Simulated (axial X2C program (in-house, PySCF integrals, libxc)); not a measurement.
# SnNa: properties at the nuclei

Wanted for SnNa: properties at the nuclei, at the two-component level.

The runs use an in-house X2C program for linear molecules on PySCF integrals; two-component X2C with atomic mean-field terms, Sn dyall-cv3z, Na dyall-cv3z.

All values are calculated.

### 1 Input

Contents of task.json:

```json
{"zs": [50, 11], "q": 0, "bas": ["dyall-cv3z", "dyall-cv3z"], "r0": 2.95, "levels": ["PBE0", "HF", "BHandHLYP", "BP86", "B3LYP"], "nst": 3}
```

Keys: zs atomic numbers; q charge; bas basis sets; r0 starting distance in Å; levels methods (HF also brings MP2); nst determinants followed.

Started as:

```sh
> python soeom.py task.json out
```

Nuclei are Gaussian, cores are contracted, and the Gaunt term is on.

### 2 Expectation values, lowest determinant

R = 2.921 Å. State: Ω = 3/2 (excess of +ω over −ω: ω = 3/2).

Output of the PBE0 run:

```text
two-component X2C + atomic mean field  PBE0
basis functions 201  fitting functions 974  grid points 5087
iter        total energy     max residual
   1      -6335.975650190     1.87e+00
   2      -6336.042026653     6.17e-03
   3      -6336.042045944     1.88e-03
   4      -6336.042068332     3.45e-04
   5      -6336.042068719     1.30e-04
   6      -6336.042068916     4.48e-05
   7      -6336.042068961     3.53e-05
   8      -6336.042069018     2.10e-05
   9      -6336.042069026     8.31e-06
converged
one-electron -8914.03803686  Coulomb 2662.56870592  exact exchange -44.48202625  xc functional -136.19614661  nuclear repulsion 99.63966655  atomic mean-field constant -3.53423177
```

The highest occupied spinor is 84% Sn p, 10% Na p, 5% Na d.

```
    level  Eeff magnitude (GV/cm)  Ws magnitude Sn (kHz)  A∥/gI Sn (MHz)  qzz Sn (a.u.)  A∥/gI Na (MHz)  qzz Na (a.u.)  μ (D)
     PBE0                    4.97                   1.98            -401           1.15             114          -0.04   6.87
       HF                     7.2                   2.87            -594           0.78            90.4          -0.08   8.03
BHandHLYP                    1.11                  0.494            -328          -0.43              99          -0.06   6.67
     BP86                    3.71                   1.49            -353           1.08             119          -0.02   6.32
    B3LYP                    1.15                  0.501            -289          -0.30            99.6          -0.04   5.96
```

Eeff is the effective electric field on the electron dipole moment in this Ω state and Ws the scalar–pseudoscalar constant (defined with the proton number Z and per Ω); A∥ is the parallel hyperfine constant, which follows by multiplying with the nuclear g factor gI = μI/(I μN); qzz is the electric field gradient, eQq0 = 234.96 MHz × Q/barn × qzz; μ is positive if Na is the positive end. The operators were transformed with the bare-nucleus X2C matrices.

### 3 Expectation values, a higher determinant

R = 2.921 Å. State: Ω = 1/2 (excess of +ω over −ω: ω = 1/2), 0.21 eV above the lowest in the PBE0 search for states (made at or near this distance, with looser thresholds).

Output of the PBE0 run:

```text
two-component X2C + atomic mean field  PBE0
basis functions 201  fitting functions 974  grid points 5087
iter        total energy     max residual
   1      -6335.963662343     1.90e+00
   2      -6336.034076070     6.36e-03
   3      -6336.034101008     2.92e-03
   4      -6336.034143733     3.08e-04
   5      -6336.034144226     2.02e-04
   6      -6336.034144732     2.70e-05
   7      -6336.034144756     2.16e-05
   8      -6336.034144782     1.28e-05
   9      -6336.034144794     6.45e-06
  10      -6336.034144794     3.87e-06
converged
one-electron -8913.53239242  Coulomb 2662.03784841  exact exchange -44.46894133  xc functional -136.17609422  nuclear repulsion 99.63966655  atomic mean-field constant -3.53423177
```

The highest occupied spinor is 65% Sn p, 29% Na s, 3% Na p.

```
    level  Eeff magnitude (GV/cm)  Ws magnitude Sn (kHz)  A∥/gI Sn (MHz)  qzz Sn (a.u.)  A∥/gI Na (MHz)  qzz Na (a.u.)  μ (D)
     PBE0                    1.57                   1.86            2060          -5.89             115          -0.09   4.79
       HF                   0.711                  0.885            1320          -4.69             262          -0.10   5.42
BHandHLYP                    2.44                   2.87            1590          -5.29             137          -0.09   5.23
     BP86                    1.36                    1.6            2130          -5.84             109          -0.08   4.16
    B3LYP                     1.9                   2.23            1880          -5.58             111          -0.08   4.40
```

### 4 Expectation values, a higher determinant

R = 2.921 Å. State: Ω = 1/2 (excess of +ω over −ω: 2 × ω = -1/2, ω = 3/2), 0.47 eV above the lowest in the PBE0 search for states (made at or near this distance, with looser thresholds).

Output of the PBE0 run:

```text
two-component X2C + atomic mean field  PBE0
basis functions 201  fitting functions 974  grid points 5087
iter        total energy     max residual
   1      -6335.957424840     1.95e+00
   2      -6336.024508528     5.89e-03
   3      -6336.024533307     2.14e-03
   4      -6336.024556715     3.91e-04
   5      -6336.024557193     1.35e-04
   6      -6336.024557402     1.91e-05
   7      -6336.024557413     1.31e-05
   8      -6336.024557417     4.30e-06
converged
one-electron -8913.62408705  Coulomb 2662.15459772  exact exchange -44.47609259  xc functional -136.18441028  nuclear repulsion 99.63966655  atomic mean-field constant -3.53423177
```

The highest occupied spinor is 86% Sn p, 8% Na p, 5% Na d.

```
    level  Eeff magnitude (GV/cm)  Ws magnitude Sn (kHz)  A∥/gI Sn (MHz)  qzz Sn (a.u.)  A∥/gI Na (MHz)  qzz Na (a.u.)  μ (D)
     PBE0                    6.56                   7.54           -2180           2.19            -440          -0.04   6.34
       HF                    8.67                   10.1           -2070           1.68            -382          -0.07   7.62
BHandHLYP                    6.83                   7.88           -2080           2.27            -458          -0.04   6.49
     BP86                    5.55                   6.36           -2140           2.31            -464          -0.02   5.83
    B3LYP                    5.86                   6.74           -2110           2.46            -491          -0.02   5.82
```

### 5 Summary of results

| quantity | value |
| --- | --- |
| lowest determinant | Ω = 3/2 (excess of +ω over −ω: ω = 3/2) |
| Eeff magnitude (GV/cm), PBE0 | 4.97 |
| Ws magnitude Sn (kHz), PBE0 | 1.98 |
| A∥/gI Sn (MHz), PBE0 | -401 |
| qzz Sn (a.u.), PBE0 | 1.15 |
| higher determinant | Ω = 1/2 (excess of +ω over −ω: ω = 1/2) |
| Eeff magnitude (GV/cm), PBE0, higher determinant | 1.57 |
| Ws magnitude Sn (kHz), PBE0, higher determinant | 1.86 |
| A∥/gI Sn (MHz), PBE0, higher determinant | 2060 |
| qzz Sn (a.u.), PBE0, higher determinant | -5.89 |
| higher determinant | Ω = 1/2 (excess of +ω over −ω: 2 × ω = -1/2, ω = 3/2) |
| Eeff magnitude (GV/cm), PBE0, higher determinant | 6.56 |
| Ws magnitude Sn (kHz), PBE0, higher determinant | 7.54 |
| A∥/gI Sn (MHz), PBE0, higher determinant | -2180 |
| qzz Sn (a.u.), PBE0, higher determinant | 2.19 |

What this shows: In the first state, the effective field runs from 1.11 to 7.2 GV/cm over the mean-field levels, so the levels don't agree on it. The expectation values come from single determinants, which for open shells can mix terms of unlike spin or miss the lowest Ω, so a determinant need not be a state. Eeff is the effective electric field on the electron dipole moment in this Ω state and Ws the scalar–pseudoscalar constant (defined with the proton number Z and per Ω); A∥ is the parallel hyperfine constant, which follows by multiplying with the nuclear g factor gI = μI/(I μN); qzz is the electric field gradient, eQq0 = 234.96 MHz × Q/barn × qzz; μ is positive if Na is the positive end. The operators were transformed with the bare-nucleus X2C matrices.
